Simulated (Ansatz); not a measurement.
# C2H9AlClN: the cost of one run

Program: Ansatz 0.2.0. Level of theory: RKS PBE-D4/6-31G*. These are calculated values, not measurements.

## Step 1: The starting structure

Bond lengths: Al1–N2 2.238 Å, N2–C3 1.449 Å, Al1–C4 1.983 Å, Al1–Cl5 2.027 Å, N2–H8 1.014 Å, C3–H9 1.095 Å, C3–H10 1.088 Å, C3–H11 1.095 Å, C4–H12 1.095 Å, C4–H13 1.095 Å, C4–H14 1.094 Å. Angles (14 of 18 angles, heavy atoms first): Al1–N2–C3 130.4°, N2–Al1–C4 118.4°, N2–Al1–Cl5 106.0°, C4–Al1–Cl5 129.3°, Al1–N2–H8 116.4°, C3–N2–H8 110.0°, N2–C3–H9 111.9°, N2–C3–H10 108.8°, N2–C3–H11 111.2°, Al1–C4–H12 112.8°, Al1–C4–H13 112.7°, Al1–C4–H14 110.6°, H9–C3–H10 108.3°, H9–C3–H11 108.1°.

Structure file:

```xyz
14

Al   -0.2370    0.9970   -0.8760
N    -0.3145    0.2992    1.2485
C    -0.0222   -0.9992    1.8214
C     0.0655   -0.3486   -2.3005
Cl   -1.3122    2.7146   -0.9400
H     0.7581    0.9978    0.8305
H     1.3860    1.4395    0.2111
H    -0.9122    0.8281    1.8747
H    -0.9293   -1.5946    1.9663
H     0.6378   -1.5398    1.1464
H     0.4774   -0.9002    2.7911
H    -0.7335   -1.0960   -2.3547
H     0.1410    0.0997   -3.2972
H     0.9950   -0.8975   -2.1216
```

## Step 2: A restrained relaxation towards end A

Springs on the bonds that form and break draw the guess towards this end; the thresholds are loose.

input.yaml

```yaml
crystal:
  periodic: [false, false, false]
  atoms:
    - { symbol: Al, position_ang: [-0.237, 0.997, -0.876] }
    - { symbol: "N", position_ang: [-0.3145, 0.2992, 1.2485] }
    - { symbol: C, position_ang: [-0.0222, -0.9992, 1.8214] }
    - { symbol: C, position_ang: [0.0655, -0.3486, -2.3005] }
    - { symbol: Cl, position_ang: [-1.3122, 2.7146, -0.94] }
    - { symbol: H, position_ang: [0.7581, 0.9978, 0.8305] }
    - { symbol: H, position_ang: [1.386, 1.4395, 0.2111] }
    - { symbol: H, position_ang: [-0.9122, 0.8281, 1.8747] }
    - { symbol: H, position_ang: [-0.9293, -1.5946, 1.9663] }
    - { symbol: H, position_ang: [0.6378, -1.5398, 1.1464] }
    - { symbol: H, position_ang: [0.4774, -0.9002, 2.7911] }
    - { symbol: H, position_ang: [-0.7335, -1.096, -2.3547] }
    - { symbol: H, position_ang: [0.141, 0.0997, -3.2972] }
    - { symbol: H, position_ang: [0.995, -0.8975, -2.1216] }
basis:
  gaussian: { orbitals: "6-31G*" }
hamiltonian:
  xc: pbe
  dispersion: d4
relax:
  f_tol: 0.15
  max_steps: 25
  restrain:
    - { distance: [0, 6], at: 2.82, k: 30.0 }
    - { distance: [5, 1], at: 2.32, k: 30.0 }
    - { distance: [0, 1], at: 1.92, k: 30.0 }
    - { distance: [5, 6], at: 0.62, k: 30.0 }
```

Started as:

```console
$ ansatz run input.yaml --threads 2 --pin off --max-ram 3072MiB --backend cpu --events-out ev --progress --plain --runs-dir out
```

What time and memory should one allow on 2 threads of AMD EPYC 9R45 (Zen 5), shared host?

About 9.9 s, with a peak of 0.18 GiB.
